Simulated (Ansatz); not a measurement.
# wB97X/6-31G(d) (spherical functions) run of C3H5Ga (SMILES C#[C][GaH][CH3])

Aim: the vertical singlet–triplet gap of C3H5Ga at wB97X/6-31G* (spherical functions), from 2 runs. 

The calculation is run with Ansatz 0.2.0.

64 further runs of the same task are left out: 64 set aside as unsound or not needed.

## (1) The structure to begin with

C3H5Ga: 9 atoms, total charge 0, spin state singlet. As SMILES, `C#[C][GaH][CH3]`. The shape is that of a PBE0-D4/def2-TZVP optimisation.

Bond lengths: C1–C2 1.210 Å, C2–Ga3 1.925 Å, Ga3–C4 1.958 Å, C1–H5 1.066 Å, Ga3–H6 1.564 Å, C4–H7 1.093 Å, C4–H8 1.090 Å, C4–H9 1.094 Å. Some angles: C1–C2–Ga3 179.3°, C2–Ga3–C4 117.4°, C2–C1–H5 179.8°, C2–Ga3–H6 117.1°, C4–Ga3–H6 125.5°, Ga3–C4–H7 109.9°, Ga3–C4–H8 112.6°, Ga3–C4–H9 109.4°, H7–C4–H8 109.1°, H7–C4–H9 106.9°.

## (2) The energy at wB97X/6-31G(d) (spherical functions)

Input file molecule.yaml:

```yaml
crystal:
  periodic: [false, false, false]
  atoms:
    - symbol: C
      position_ang: [1.498700, 0.816800, -2.138700]
    - symbol: C
      position_ang: [0.950000, 0.745200, -1.062800]
    - symbol: Ga
      position_ang: [0.068800, 0.611200, 0.643700]
    - symbol: C
      position_ang: [-1.036100, -0.972500, 0.966400]
    - symbol: H
      position_ang: [1.983700, 0.883100, -3.086100]
    - symbol: H
      position_ang: [0.292600, 1.783100, 1.655500]
    - symbol: H
      position_ang: [-0.451400, -1.877200, 0.782100]
    - symbol: H
      position_ang: [-1.435200, -1.006300, 1.980000]
    - symbol: H
      position_ang: [-1.871000, -0.983500, 0.260000]
basis:
  gaussian:
    orbitals: 6-31G_st_-spherical.json
magnetization:
  spin_polarized: false
hamiltonian:
  xc: {name: wB97X}
accuracy: high
output:
  orbitals: {seedname: orbitals}
```

The basis set 6-31G* is read from a file made from the Basis Set Exchange's data (not shown).

Started as:

```console
$ ansatz run molecule.yaml --threads 1 --pin off --max-ram 3480MiB --events-out events.jsonl --progress --plain --runs-dir runs
```

What it wrote:

```text
Warning: RAYON_NUM_THREADS=1 ignored (pool sized by the plan → 1); use --threads N
Functional definition: wB97X
  name "wB97X"
  parameter omega = 0.3/bohr
  parameter cx = 0.157706
  parameter cx1 = 0.726479
  parameter cx2 = 1.04760
  parameter cx3 = -5.70635
  parameter cx4 = 13.2794
  parameter css1 = -4.33879
  parameter css2 = 18.2308
  parameter css3 = -31.7430
  parameter css4 = 17.2901
  parameter cos1 = 2.37031
  parameter cos2 = -11.3995
  parameter cos3 = 6.58405
  parameter cos4 = -3.78132
  exchange = spin_sum(e_x_unif_sr(omega)*poly(b97_u_x, 1 - cx, cx1, cx2, cx3, cx4)) + cx*exact_x_sr(omega)
      + exact_x_lr(omega)
  correlation = spin_sum(e_c_pw_same_spin*poly(b97_u_same, 1, css1, css2, css3, css4))
      + integral(e_c_pw_opposite_spin*poly(b97_u_opposite, 1, cos1, cos2, cos3, cos4))
1868 factors; integrals over basis functions are off by at most 1.6e-8 eV
380 factors; integrals over basis functions are off by at most 1.8e-9 eV
mean field evaluation 1: about -55557.2877 eV, gradient 4.1e1 eV
mean field evaluation 2: about -55559.1944 eV, gradient 3.2e1 eV
mean field evaluation 4: about -55561.1066 eV, gradient 1.2e0 eV
mean field evaluation 8: about -55561.2222 eV, gradient 1.2e-1 eV
mean field evaluation 16: about -55561.2222 eV, gradient 1.4e-5 eV
mean field -55561.22224954 eV, -2041.8372569214 hartree, gradient 9.7e-8 eV, S^2 0.000000; 0 other end points of the search recorded, 0 dependent functions left out
reference -55561.22224541 eV, -2041.8372567696 hartree; 27, 27 occupied and 57, 57 virtual orbitals, 1868 factors
Total energy: -55561.22224541 eV, -2041.8372567696 hartree
```

Wall time 20 s (1 thread of Intel Xeon Platinum 8488C (Sapphire Rapids), shared host); peak memory 0.53 GiB.

## (3) The triplet, same level

Input file in.yaml:

```yaml
crystal:
  periodic: [false, false, false]
  atoms:
    - {symbol: C, position_ang: [1.498700, 0.816800, -2.138700]}
    - {symbol: C, position_ang: [0.950000, 0.745200, -1.062800]}
    - {symbol: Ga, position_ang: [0.068800, 0.611200, 0.643700]}
    - {symbol: C, position_ang: [-1.036100, -0.972500, 0.966400]}
    - {symbol: H, position_ang: [1.983700, 0.883100, -3.086100]}
    - {symbol: H, position_ang: [0.292600, 1.783100, 1.655500]}
    - {symbol: H, position_ang: [-0.451400, -1.877200, 0.782100]}
    - {symbol: H, position_ang: [-1.435200, -1.006300, 1.980000]}
    - {symbol: H, position_ang: [-1.871000, -0.983500, 0.260000]}
basis:
  gaussian: {orbitals: 6-31G_st_-spherical.json}
magnetization: {spin_polarized: true, initial_magnetization: 2}
hamiltonian: {xc: {name: wB97X}}
accuracy: high
output: {orbitals: {seedname: orbitals}}
```

The basis set 6-31G* is read from a file made from the Basis Set Exchange's data (not shown).

Started as:

```console
$ ansatz run in.yaml --threads 1 --pin off --max-ram 3480MiB --events-out events.jsonl --progress --plain --runs-dir runs
```

What it wrote:

```text
Warning: RAYON_NUM_THREADS=1 ignored (pool sized by the plan → 1); use --threads N
[... 17 set-up lines as earlier in the session ...]
      + exact_x_lr(omega)
[... 1 set-up line as earlier in the session ...]
      + integral(e_c_pw_opposite_spin*poly(b97_u_opposite, 1, cos1, cos2, cos3, cos4))
1868 factors; integrals over basis functions are off by at most 1.6e-8 eV
380 factors; integrals over basis functions are off by at most 1.8e-9 eV
mean field evaluation 1: about -55550.1632 eV, gradient 3.1e1 eV
mean field evaluation 2: about -55548.6850 eV, gradient 3.7e1 eV
mean field evaluation 4: about -55556.0004 eV, gradient 3.1e0 eV
mean field evaluation 8: about -55556.2322 eV, gradient 5.0e-1 eV
mean field evaluation 16: about -55556.3151 eV, gradient 5.1e-2 eV
mean field evaluation 32: about -55556.4859 eV, gradient 2.7e-6 eV
mean field -55556.48586578 eV, -2041.6631980289 hartree, gradient 4.3e-8 eV, S^2 2.004795; 2 other end points of the search recorded, 0 dependent functions left out
reference -55556.48586325 eV, -2041.6631979359 hartree; 28, 26 occupied and 56, 58 virtual orbitals, 1868 factors
Total energy: -55556.48586325 eV, -2041.6631979359 hartree
```

Run time: 2 min. Hardware: 1 thread of Intel Xeon Platinum 8488C (Sapphire Rapids), shared host; peak memory 0.95 GiB.

## (4) What came out

Level: wB97X/6-31G* (spherical functions).

| quantity | value |
| --- | --- |
| singlet: total energy | -2041.83726 Eh |
| singlet: HOMO energy | -9.84 eV |
| singlet: LUMO energy | 0.43 eV |
| singlet: HOMO–LUMO gap | 10.27 eV |
| triplet: total energy | -2041.66320 Eh |
| triplet: HOMO energy (highest over α and β) | -5.57 eV |
| triplet: LUMO energy (lowest over α and β) | -3.29 eV |
| triplet: ⟨S²⟩ | 2.005 |
| vertical energy of the triplet above the singlet | 4.736 eV |

In words: At this shape the triplet lies 4.74 eV (109 kcal/mol) above the singlet.
